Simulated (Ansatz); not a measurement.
**K+ with SiH₄O: structure and interaction energy**

An exercise on one series of results from a longer session: the logs are not shown, and one member is left open.

The runs use Ansatz 0.2.0, Gaussian basis; PBE0-D4 structure, single points in def2-TZVPPD.

Levels: PBE-D4, revPBE-D4, BLYP-D4, r2SCAN-D4, B97M-V, PBE0-D4, B3LYP-D4, HSE06-D4, wB97X-V, wB97M-V, B2PLYP, Hartree-Fock, MP2, CCSD, CCSD(T). The reference is CCSD(T) extrapolated to the basis limit. For elements past Ar these valence bases correlate outer-core shells poorly and lack relativity, so that limit is rough.

Correlated methods freeze the cores. The outer core shell of Li, Na, Mg and K is correlated. B3LYP uses VWN-RPA correlation. B2PLYP carries no dispersion term here.

25 further runs of the same task are left out: 25 set aside as unsound or not needed.

## Where the work starts

The pair, from a GFN2-xTB docking trial: 7 atoms, charge 1, spin multiplicity 1.

Atoms are counted from 1 here; the program's logs count them from 0.

Bond lengths: Si2–O3 1.648 Å, Si2–H4 1.456 Å, Si2–H5 1.505 Å, Si2–H6 1.458 Å, O3–H7 0.957 Å. Angles: O3–Si2–H4 110.5°, O3–Si2–H5 94.1°, O3–Si2–H6 111.1°, H4–Si2–H5 113.0°, H4–Si2–H6 112.5°, H5–Si2–H6 114.3°, Si2–O3–H7 116.2°.

Geometry (Å):

```
K     0.0938    0.0772   -3.4068
Si   -0.3633   -0.2513    0.6979
O     0.8118    0.5514   -0.1335
H    -1.2618    0.6909    1.3500
H    -0.9588   -0.8758   -0.5355
H     0.2172   -1.2074    1.6338
H     1.4612    1.0150    0.3942
```

Atoms 1 to 1 are fragment A (K+), the rest fragment B (SiH₄O).

Set-up of the first run:

Contents of pre/in.yaml:

```yaml
crystal:
  periodic: [false, false, false]
  atoms:
    - {symbol: K, position_ang: [0.093800, 0.077200, -3.406800]}
    - {symbol: Si, position_ang: [-0.363300, -0.251300, 0.697900]}
    - {symbol: O, position_ang: [0.811800, 0.551400, -0.133500]}
    - {symbol: H, position_ang: [-1.261800, 0.690900, 1.350000]}
    - {symbol: H, position_ang: [-0.958800, -0.875800, -0.535500]}
    - {symbol: H, position_ang: [0.217200, -1.207400, 1.633800]}
    - {symbol: H, position_ang: [1.461200, 1.015000, 0.394200]}
basis:
  gaussian: {orbitals: def2-SVP}
total_charge: 1
hamiltonian: {xc: pbe, dispersion: d4}
relax: {f_tol: 0.03, max_steps: 250}
```

The command line of these runs was not kept.

Among the steps run: A first relaxation in a small basis; Relaxation at PBE0-D4; CCSD(T)/def2-TZVPPD; MP2/def2-QZVPPD; Vibrations of the pair.

One table of the session follows, with a row left open; its other results are not shown here.

```
      method  interaction (meV)
      PBE-D4               -723
   revPBE-D4                  ?
     BLYP-D4               -718
   r2SCAN-D4               -720
      B97M-V               -708
     PBE0-D4               -743
    B3LYP-D4               -751
    HSE06-D4               -743
     wB97X-V               -745
     wB97M-V               -743
      B2PLYP               -715
Hartree-Fock               -698
         MP2               -709
        CCSD               -708
     CCSD(T)               -705
 CCSD(T)/CBS               -751
```

Q: Estimate the row for revPBE-D4 from the others.

The run gave: interaction (meV): -668. In the column «interaction (meV)» it is the highest.
